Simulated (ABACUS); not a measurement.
The system is Ba2Tl5V3O12.

```
Tl Ba V O
1.0
     8.15421    0.00000    0.00000
    -4.07711    7.06176    0.00000
     0.00000    0.00000    6.92128
Tl Ba V O
5 2 3 12
Direct
  0.50000 0.00000 0.50000
  0.00000 0.50000 0.50000
  0.50000 0.50000 0.50000
  0.33333 0.66667 0.22489
  0.66667 0.33333 0.77511
  0.00000 0.00000 0.23552
  0.00000 0.00000 0.76448
  0.50000 0.00000 0.00000
  0.00000 0.50000 0.00000
  0.50000 0.50000 0.00000
  0.33890 0.34334 0.81444
  0.65666 0.99556 0.81444
  0.00444 0.66110 0.81444
  0.34334 0.33890 0.18556
  0.99556 0.65666 0.18556
  0.66110 0.00444 0.18556
  0.66110 0.65666 0.18556
  0.34334 0.00444 0.18556
  0.99556 0.33890 0.18556
  0.65666 0.66110 0.81444
  0.00444 0.34334 0.81444
  0.33890 0.99556 0.81444
```

The cell was built by a generator and needn't be a form met in nature.

Base run:

| Property | Result |
| --- | --- |
| Program | ABACUS 3.10.1 |
| Functional | PBE |
| Potentials or basis | PseudoDojo NC SR 0.4.1 PBE standard |
| Cutoff | 1361 eV |
| Density cutoff | 5442 eV |
| Basis | DZP LCAO (the cutoffs set its grid) |
| k mesh | 3 × 3 × 3 |
| Occupations | fermi-dirac, width 0.05 eV |
| Spin | collinear spin, ferromagnetic start |
| Starting moments | [0.0, 0.0, 0.0, 0.0, 0.0, 0.0, 0.0, 2.0, 2.0, 2.0, 0.0, 0.0, 0.0, 0.0, 0.0, 0.0, 0.0, 0.0, 0.0, 0.0, 0.0, 0.0] μB |
| Fixed moment | 4.5 μB |

Its results: pressure 3.2 GPa; site moments Tl +0.18, +0.16; Ba +0.03; V +0.48; O +0.18 μB; largest force 0.274 eV/Å.

Task: The run is repeated on the same cell with these changes: fixed moment from 4.5 μB to 7 μB. What comes out?

Result: Pressure 5.0 GPa; site moments Tl +0.25, +0.31; Ba +0.14; V +0.73; O +0.27 μB; largest force 0.323 eV/Å.

Caveats: the atomic orbitals were generated for these runs and aren't a published set; this release of the barium file is off; the basis of atomic orbitals isn't converged, which shifts pressures, moduli and gaps; the total moment is fixed, so each spin has its own Fermi level; the moment is held away from its start (some runs).
